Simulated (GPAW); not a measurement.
The system is Ba2Tl5V3O12.

```xyz
22
Lattice="8.1542 0.0000 0.0000 -4.0771 7.0618 0.0000 0.0000 0.0000 6.9213" Properties=species:S:1:pos:R:3 pbc="T T T"
Ba    0.0000    0.0000    1.6301
Ba    0.0000    0.0000    5.2912
V     4.0771    0.0000    0.0000
V    -2.0386    3.5309    0.0000
V     2.0386    3.5309    0.0000
Tl    4.0771    0.0000    3.4606
Tl   -2.0386    3.5309    3.4606
Tl    2.0386    3.5309    3.4606
Tl    0.0000    4.7078    1.5565
Tl    4.0771    2.3539    5.3648
O     1.3636    2.4246    5.6370
O     1.2955    7.0304    5.6370
O    -2.6592    4.6685    5.6370
O     1.4179    2.3932    1.2843
O     5.4407    4.6372    1.2843
O     5.3726    0.0314    1.2843
O     2.7135    4.6372    1.2843
O     2.7816    0.0314    1.2843
O     6.7363    2.3932    1.2843
O     2.6592    4.6685    5.6370
O    -1.3636    2.4246    5.6370
O    -1.2955    7.0304    5.6370
```

The cell was built by a generator and needn't be a form met in nature.

Base run:

```yaml
Program: GPAW 26.7.0
Functional: RPBE
Potentials_or_basis: the program's PAW data sets (release 1.2.1) made for this functional
Cutoff: 800 eV
Basis: pw
k_mesh: 3 × 3 × 3
Occupations: fermi-dirac, width 0.05 eV
Spin: collinear spin, ferromagnetic start
Starting_moments: "[0.0, 0.0, 2.0, 2.0, 2.0, 0.0, 0.0, 0.0, 0.0, 0.0, 0.0, 0.0, 0.0, 0.0, 0.0, 0.0, 0.0, 0.0, 0.0, 0.0, 0.0, 0.0] μB"
```

Its results: pressure 4.0 GPa; net moment 0.00 μB per cell; largest force 0.485 eV/Å.

Problem. The run is repeated on the same cell with these changes: functional from RPBE to revPBE. What comes out?

Solution. Pressure 3.1 GPa; net moment 0.00 μB per cell; largest force 0.416 eV/Å.
